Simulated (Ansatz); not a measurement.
**GaGe under changes of volume**

One of the cells (24.335 Å³/atom); the others are scaled copies at fixed shape and fractional positions:

```
Ge Ga
1.0
     0.00000    2.89784    2.89784
     2.89784    0.00000    2.89784
     2.89784    2.89784    0.00000
Ge Ga
1 1
Cartesian
  0.0000 0.0000 0.0000
  1.4489 1.4489 1.4489
```

The cell comes from a database or a generator and needn't be the stable form of this composition.

* Program: Ansatz 0.2.0
* Functional: PBE0
* Potentials or basis: Ansatz PAW
* Cutoff: 420 eV (not typed: the program's choice for these potentials)
* k mesh: 6 × 6 × 6
* Occupations: fermi-dirac, width 0.05 eV
* Spin: no spin polarisation

| volume (Å³/atom) | energy over the lowest point (meV/atom) | pressure (GPa) |
| --- | --- | --- |
| 22.875 | ? | ? |
| 23.361 | 0.85 | 0.9 |
| 23.848 | 0.00 | -0.3 |
| 24.335 | 2.61 | -1.4 |
| 24.821 | 8.27 | -2.3 |
| 25.308 | 16.74 | -3.2 |
| 25.795 | 27.64 | -4.0 |

Task: What does the run at 22.875 Å³/atom give?

Result: Energy over the lowest point 5.61 meV/atom; pressure 2.3 GPa.

Worked out: A Birch-Murnaghan fit of order 3 (a polynomial in V^(-2/3)) to the other rows has its minimum at 23.72 Å³/atom with B0 = V·E''(V) = 57 GPa and B' = 4.5. It gives 5.56 meV/atom at 22.875 Å³/atom, against the run's 5.61, and -dE/dV = 2.2 GPa, against 2.3.

Energies are extrapolated to zero smearing.

Caveats: the PAW data sets come from PBE, with cores solved anew for the run's functional, which leaves a small shift of forces and pressure; the thresholds are loose for stress.
